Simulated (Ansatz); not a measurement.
# AlAsH2 (quintet): wave-function methods side by side, cc-pVDZ

Aim: climb from Hartree-Fock through coupled cluster for AlAsH2 (quintet) at one geometry and basis, and see what each rung misses.

Method: cc-pVDZ, core rule «outside noble gas», up to 19 orbitals frozen; program: Ansatz 0.2.0, Gaussian basis.

To be run: UHF; CCSD(T) on ROHF; CCSD(T) on UHF; BCCD(T) on ROHF; CISD; CCSDT(Q) on ROHF; CCSDT(Q) on UHF; CCSDTQ on ROHF.

12 further runs of the same task are left out: 9 for a known fault of the program, 3 set aside as unsound or not needed.

## Step 1: The geometry

The geometry is a PBE0/def2-TZVP stationary point (not a proven minimum) of the parent state, kept for this charge and spin. No spin-orbit coupling is included. The filled d shell of As may be among the frozen orbitals whatever the setting's name suggests; the logs give the count.

4 atoms, charge 0, spin multiplicity 5.

Atoms are counted from 1 here; the program's logs count them from 0.

Bond lengths: Al1–As2 2.435 Å, Al1–H3 1.589 Å, Al1–H4 1.589 Å. Angles: As2–Al1–H3 120.0°, As2–Al1–H4 120.0°, H3–Al1–H4 120.0°.

## Step 2: UHF

in.yaml reads:

```yaml
crystal:
  periodic: [false, false, false]
  atoms:
    - {symbol: Al, position_ang: [0.000000, 0.000000, 1.740252]}
    - {symbol: As, position_ang: [0.000000, 0.000000, -0.694906]}
    - {symbol: H, position_ang: [0.000000, 1.375836, 2.534270]}
    - {symbol: H, position_ang: [0.000000, -1.375836, 2.534270]}
basis:
  gaussian: {orbitals: cc-pVDZ}
magnetization: {spin_polarized: true, initial_magnetization: 4}
hamiltonian: {xc: hf}
output: {orbitals: {seedname: orbitals}}
```

Run with:

```console
$ ansatz run in.yaml --threads 1 --pin off --events-out ev --progress --plain --max-ram 3968MiB --backend cpu
```

After this run come: CCSD(T) on ROHF; CCSD(T) on UHF; BCCD(T) on ROHF; CISD; CCSDT(Q) on ROHF; CCSDT(Q) on UHF; CCSDTQ on ROHF.

Q: Predict the results of all the runs planned. Wanted: RCCSDTQ below the RHF energy; RMP2 from RCCSDTQ; UMP2 from RCCSDTQ; RCCSD from RCCSDTQ; RCCSD(T) from RCCSDTQ; UCCSD(T) from RCCSDTQ; RCCSDT(Q) from RCCSDTQ; UCCSDT(Q) from RCCSDTQ; T1 diagnostic.

As calculated:

| quantity | value |
| --- | --- |
| RCCSDTQ below the RHF energy | -4.5653 eV |
| RMP2 from RCCSDTQ | +1100.5 meV |
| UMP2 from RCCSDTQ | +1097.6 meV |
| RCCSD from RCCSDTQ | +140.0 meV |
| RCCSD(T) from RCCSDTQ | +35.4 meV |
| UCCSD(T) from RCCSDTQ | +19.4 meV |
| RCCSDT(Q) from RCCSDTQ | +0.9 meV |
| UCCSDT(Q) from RCCSDTQ | -15.5 meV |
| levels within 1 kcal/mol (43 meV) | RCCSD(T), UCCSD(T), BCCD(T), RCCSDT, UCCSDT, RCCSDT(Q), UCCSDT(Q) |
| T1 diagnostic | 0.023 |

RCCSD(T) lands +35.4 meV from the yardstick (0.8 % of the correlation energy). These misses are within one basis, not against nature; the frozen cores of restricted and unrestricted runs differ, which can shift their rows.
